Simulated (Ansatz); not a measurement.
# FH3SSeSi: the cost of one run

Method: RKS PBE0-D4/def2-mTZVP, in Ansatz 0.2.0.

1 further run of the same task is left out (it didn't finish).

## 1. The starting structure

Bond lengths: F1–Si2 1.646 Å, Si2–S3 2.136 Å, Si2–Se4 2.312 Å, Si2–H5 1.487 Å, S3–H6 1.435 Å, Se4–H7 1.557 Å. Angles: F1–Si2–S3 109.9°, F1–Si2–Se4 109.4°, F1–Si2–H5 110.4°, S3–Si2–Se4 109.2°, S3–Si2–H5 109.6°, Se4–Si2–H5 108.3°, Si2–S3–H6 92.4°, Si2–Se4–H7 88.9°.

Structure file:

```xyz
7

F    -2.0018   -0.2185    0.0319
Si   -0.4105    0.1575   -0.1559
S     0.0720    1.8790    1.0128
Se    0.8866   -1.6241    0.5420
H    -0.1073    0.4250   -1.5869
H     1.4518    1.8314    0.6231
H     0.1703   -2.5183   -0.5126
```

## 2. End point A

input.yaml reads:

```yaml
crystal:
  periodic: [false, false, false]
  atoms:
    - { symbol: F, position_ang: [-2.0018, -0.2185, 0.0319] }
    - { symbol: Si, position_ang: [-0.4105, 0.1575, -0.1559] }
    - { symbol: S, position_ang: [0.072, 1.879, 1.0128] }
    - { symbol: Se, position_ang: [0.8866, -1.6241, 0.542] }
    - { symbol: H, position_ang: [-0.1073, 0.425, -1.5869] }
    - { symbol: H, position_ang: [1.4518, 1.8314, 0.6231] }
    - { symbol: H, position_ang: [0.1703, -2.5183, -0.5126] }
basis:
  gaussian: { orbitals: def2-mTZVP }
hamiltonian:
  xc: pbe0
  dispersion: d4
relax:
  f_tol: 0.015
  max_steps: 40
output:
  orbitals: {}
```

Launch:

```sh
$ ansatz run input.yaml --threads 2 --pin off --max-ram 3072MiB --backend cpu --events-out ev --progress --plain --runs-dir out
```

**Question.** How long does this run take on 2 threads of Arm Neoverse V1, shared host, and how much memory does it need?

About 35 s, with a peak of 0.25 GiB.
